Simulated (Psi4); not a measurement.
**CAM-B3LYP/def2-QZVP (core potential, sweep point 5) run of CsBr (SMILES [Br][Cs])**

We compute a geometry optimisation of CsBr. 

The results are computed with Psi4 1.11.

1 further run of the same task is left out (set aside as unsound or not needed).

### Step 1. The system as given

CsBr: 2 atoms, total charge 0, spin state singlet. As SMILES, `[Br][Cs]`. Geometry: the measured bond length. The run starts from this shape.

Bond lengths: Br1–Cs2 3.072 Å.

### Step 2. A structure relaxation at CAM-B3LYP/def2-QZVP (core potential, sweep point 5)

The input, brcs.in:

```
memory 1600 mb

molecule molecule1 {
  0 1
  Br     0.000000     0.000000     0.000000
  Cs     0.000000     0.000000     3.072251
  units angstrom
  symmetry c1
}

set basis def2-QZVP
set puream true
set scf_type pk
set dft_radial_points 99
set dft_spherical_points 590
set g_convergence gau_tight
set geom_maxiter 50

opt("cam-b3lyp")
print_variables()
```

On the command line:

```sh
$ psi4 -i brcs.in -o brcs.out -n 1
```

**Question.** What will come out? Wanted: total energy at the end; dipole moment; HOMO energy; LUMO energy; HOMO–LUMO gap; bond length.

**Answer.** As computed:

At CAM-B3LYP/def2-QZVP (core potential, sweep point 5):

```
               quantity           value
total energy at the end  -2594.55155 Eh
          dipole moment         11.19 D
            HOMO energy        -6.99 eV
            LUMO energy        -0.86 eV
          HOMO–LUMO gap         6.13 eV
            bond length         3.118 Å
```

At the final geometry: Bond lengths: Br1–Cs2 3.118 Å. The optimisation took 5 steps and changed the energy by -0.004 eV.
